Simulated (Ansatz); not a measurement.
# NaCaLaF6: the cost of one run

Method: DFT PBE+U (U_eff = 7 eV on F 2p), scalar-relativistic, plane waves, PAW, in Ansatz 0.2.0.

5 further runs of the same task are left out: 2 that didn't finish, 3 set aside as unsound or not needed. Runs told in other sessions of the task aren't counted.

### 1 Starting point

The cell holds 27 atoms (Ca3F18La3Na3): a = 7.275 Å, b = 7.275 Å, c = 7.275 Å, α = 94.60°, β = 94.60°, γ = 94.60°.

Structure file:

```xyz
27
Lattice="3.0869 -5.3467 -3.8486 -6.1738 0.0000 -3.8486 3.0869 5.3467 -3.8486" Properties=species:S:1:pos:R:3 pbc="T T T"
Ca   -0.0552    3.5158   -6.7960
Ca    3.0473   -1.8124   -6.5978
Ca   -3.0869   -1.7822   -6.7026
F     0.9692    4.8881   -4.7958
F    -2.1086   -0.4578   -8.6449
F    -2.1086   -0.4578   -4.7964
F     0.6367    1.9477   -4.7973
F     3.7448   -3.2916   -4.7964
F     0.6579    2.0550   -8.6449
F     1.3367   -1.6545   -8.6481
F     1.4508   -1.5973   -4.7964
F    -4.7230   -1.5973   -4.7964
F     2.0813    0.4505   -6.7102
F     2.1879    0.4120   -2.9243
F    -0.9904   -4.8926   -6.8551
F    -0.7421   -2.1060   -2.9317
F    -3.7533    3.1733   -6.7077
F    -0.7372   -2.1008   -6.7729
F     4.6964    1.6796   -6.7720
F    -1.4508    1.6888   -6.7729
F    -1.4402    1.6841   -2.9325
La    3.0869    1.7822   -4.8579
La   -3.0869    1.7822   -4.8579
La   -0.0534   -3.4650   -4.8794
Na    0.0977    0.0248  -11.4049
Na    0.0000    0.0000   -7.6116
Na    0.0000    0.0000   -3.7630
```

The host was relaxed before at PBE+U (U_eff = 7 eV on F 2p): a = 6.174 Å, b = 6.174 Å, c = 3.849 Å, α = 90.00°, β = 90.00°, γ = 120.00° (conventional cell), 14.115 Å³/atom.

### 2 Band edges of the host over the zone

input.yaml reads:

```yaml
crystal:
  lattice:
    - [6.1738090103, 0.0, 0.0]
    - [-3.0869045052, 5.346675441, 0.0]
    - [0.0, 0.0, 3.8485535242]
  atoms:
    - { symbol: Ca, position: [0.3333333333, 0.6666666667, 0.2584044149] }
    - { symbol: F, position: [0.6156440348, 0.9143823931, 0.7537189491] }
    - { symbol: F, position: [0.2987383584, 0.3843559652, 0.7537189491] }
    - { symbol: F, position: [0.0856176069, 0.7012616416, 0.7537189491] }
    - { symbol: F, position: [0.3929185898, 0.0770593482, 0.2401559682] }
    - { symbol: F, position: [0.6841407584, 0.6070814102, 0.2401559682] }
    - { symbol: F, position: [0.9229406518, 0.3158592416, 0.2401559682] }
    - { symbol: La, position: [0.6666666667, 0.3333333333, 0.7377454753] }
    - { symbol: Na, position: [0.0, 0.0, 0.0222243578] }
basis:
  ecutwfc: 420
  xc_grid: 2
kpoints:
  mp_grid: { grid: [6, 6, 6] }
  band_path: { path: [VBM, CBM], npoints: 2 }
hamiltonian:
  xc: pbe
  hubbard: { sites: [{ species: F, l: p, u_eff: 7.0 }] }
scf:
  occupations: { method: gaussian, width: 0.02 }
output:
  forces: true
  stress: true
  eigenvalues: true
```

Started as:

```sh
$ ansatz run input.yaml --threads 8 --pin off --max-ram 14336MiB --backend cpu --events-out ev --progress --plain --runs-dir out
```

What time and memory should one allow on 8 threads of Arm Neoverse V1, shared host?

About 23 s, with a peak of 0.84 GiB.
